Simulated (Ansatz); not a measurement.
# Sb: the cost of one run

Program: Ansatz 0.2.0. Level of theory: DFT PBEsol, scalar-relativistic. These are calculated values, not measurements.

## 1. The system as given

The structure is hexagonal, space group P6_3/mmc (No. 194). The conventional cell has a = 3.369 Å, b = 3.369 Å, c = 5.330 Å, α = 90.00°, β = 90.00°, γ = 120.00°. Sb (site symmetry -6m2) has 12 Sb at 3.30 to 3.37 Å as nearest neighbours.

Coordinates:

```
Sb
1.0
     3.36900    0.00000    0.00000
    -1.68450    2.91764    0.00000
     0.00000    0.00000    5.33000
Sb
2
Direct
  0.33333 0.66667 0.25000
  0.66667 0.33333 0.75000
```

Atoms are numbered in the order of the input: Sb1, Sb2.

## 2. The deformed structure

Space group P6_3/mmc before, P6_3/mmc after.

## 3. All-electron LAPW

input.yaml reads:

```yaml
crystal:
  lattice:
    - [3.3690001795, 0.0, 0.0]
    - [-1.6845000898, 2.9176397408, 0.0]
    - [0.0, 0.0, 5.4899]
  atoms:
    - { symbol: Sb, position: [0.3333333333, 0.6666666667, 0.25] }
    - { symbol: Sb, position: [0.6666666667, 0.3333333333, 0.75] }
kpoints:
  mp_grid: { grid: [12, 12, 7] }
  band_path:
    path:
      - [0.0, 0.0, 0.0]
      - [0.5, 0.0, 0.0]
      - [0.3333333333, 0.3333333333, 0.0]
      - [0.0, 0.0, 0.0]
      - [0.0, 0.0, 0.5]
      - [0.5, 0.0, 0.5]
      - [0.3333333333, 0.3333333333, 0.5]
      - [0.0, 0.0, 0.5]
      - [0.5, 0.0, 0.5]
    npoints: 5
scf:
  occupations: { method: fermi_dirac, width: 0.05 }
hamiltonian:
  xc: pbesol
  pseudopotentials: { kind: all_electron, lapw: { basis_error: 0.0005 } }
output:
  forces: true
  stress: true
  eigenvalues: true
```

Command:

```
$ ansatz run input.yaml --threads 1 --pin off --max-ram 3072MiB --backend cpu --events-out ev --progress --plain --runs-dir out
```

Q: Estimate wall time and peak memory on 1 thread of Arm Neoverse V2, shared host.

About 19 s, with a peak of 0.36 GiB.
